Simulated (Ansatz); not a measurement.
**CH₈BNOSi: a ladder of functionals and wavefunction methods**

The task here is to estimate one member of a computed series from the others.

Program: Ansatz 0.2.0, Gaussian basis. Level of theory: functionals in def2-TZVPP, the program's frozen cores in correlated methods. These are calculated values, not measurements.

Plan: PBE-D4, r2SCAN-D4, PBE0-D4, B3LYP-D4, ωB97X-V, ωB97M-V, B2PLYP; CCSD(T)/def2-TZVPP; MP2/def2-QZVPP; extrapolation to the limit.

**Structure used throughout**

All runs share one geometry, relaxed beforehand with PBE0-D4 in a triple-zeta def2 set.

SMILES `BN[SiH2]CO`, 13 atoms, charge 0, spin multiplicity 1.

Atoms are counted from 1 here; the program's logs count them from 0.

Bond lengths: B1–N2 1.398 Å, B1–H6 1.201 Å, B1–H7 1.197 Å, N2–Si3 1.749 Å, N2–H8 1.010 Å, Si3–C4 1.886 Å, Si3–H9 1.486 Å, Si3–H10 1.489 Å, C4–O5 1.423 Å, C4–H11 1.099 Å, C4–H12 1.093 Å, O5–H13 0.961 Å. Angles: N2–B1–H6 118.4°, N2–B1–H7 120.4°, H6–B1–H7 121.2°, B1–N2–Si3 124.8°, B1–N2–H8 117.8°, Si3–N2–H8 117.4°, N2–Si3–C4 112.1°, N2–Si3–H9 107.8°, N2–Si3–H10 109.8°, C4–Si3–H9 110.6°, C4–Si3–H10 107.2°, H9–Si3–H10 109.4°, Si3–C4–O5 111.0°, Si3–C4–H11 110.8°, Si3–C4–H12 110.2°, O5–C4–H11 111.9°, O5–C4–H12 106.4°, H11–C4–H12 106.3° and more.

Set-up of the first run:

in.yaml

```yaml
crystal:
  periodic: [false, false, false]
  atoms:
    - {symbol: B, position_ang: [-1.220946, 1.354984, 1.368287]}
    - {symbol: N, position_ang: [-1.163929, 1.009365, 0.015274]}
    - {symbol: Si, position_ang: [0.236208, 0.329782, -0.782267]}
    - {symbol: C, position_ang: [0.564645, -1.448127, -0.246418]}
    - {symbol: O, position_ang: [1.798774, -1.919518, -0.775795]}
    - {symbol: H, position_ang: [-0.235295, 1.205972, 2.037718]}
    - {symbol: H, position_ang: [-2.231588, 1.789059, 1.841378]}
    - {symbol: H, position_ang: [-1.997118, 1.141901, -0.539791]}
    - {symbol: H, position_ang: [0.000738, 0.398197, -2.247497]}
    - {symbol: H, position_ang: [1.447719, 1.123600, -0.438287]}
    - {symbol: H, position_ang: [0.526348, -1.538786, 0.848642]}
    - {symbol: H, position_ang: [-0.212632, -2.110385, -0.637211]}
    - {symbol: H, position_ang: [2.507378, -1.370945, -0.429132]}
basis:
  gaussian: {orbitals: def2-TZVPP}
hamiltonian: {xc: pbe, dispersion: d4}
output: {forces: true, orbitals: {seedname: orbitals}}
```

On the command line:

```bash
$ ansatz run in.yaml --threads 4 --pin off --events-out ev --progress --plain --max-ram 10444MiB
```

Among the steps run: PBE-D4 (GGA); r2SCAN-D4 (meta-GGA); PBE0-D4 (hybrid); B3LYP-D4 (hybrid); ωB97X-V (range-separated); ωB97M-V (range-separated); B2PLYP (double hybrid); CCSD(T) in def2-TZVPP; MP2 in def2-QZVPP.

One table of the session follows, with a row left open; its other results are not shown here.

It belongs to the step «Atomisation energies». 

| method | atomisation energy (eV) |
| --- | --- |
| PBE-D4 | ? |
| r2SCAN-D4 | 48.440 |
| PBE0-D4 | 48.313 |
| B3LYP-D4 | 48.600 |
| ωB97X-V | 48.649 |
| ωB97M-V | 48.675 |
| B2PLYP | 47.999 |
| HF/def2-TZVPP | 35.426 |
| MP2/def2-TZVPP | 47.679 |
| CCSD/def2-TZVPP | 46.506 |
| CCSD(T)/def2-TZVPP | 47.123 |
| MP2/CBS | 48.966 |
| CCSD(T)/CBS | 48.409 |

Estimate the missing values for PBE-D4.

The run gave: atomisation energy (eV): 49.070. In the column «atomisation energy (eV)» it is the highest.
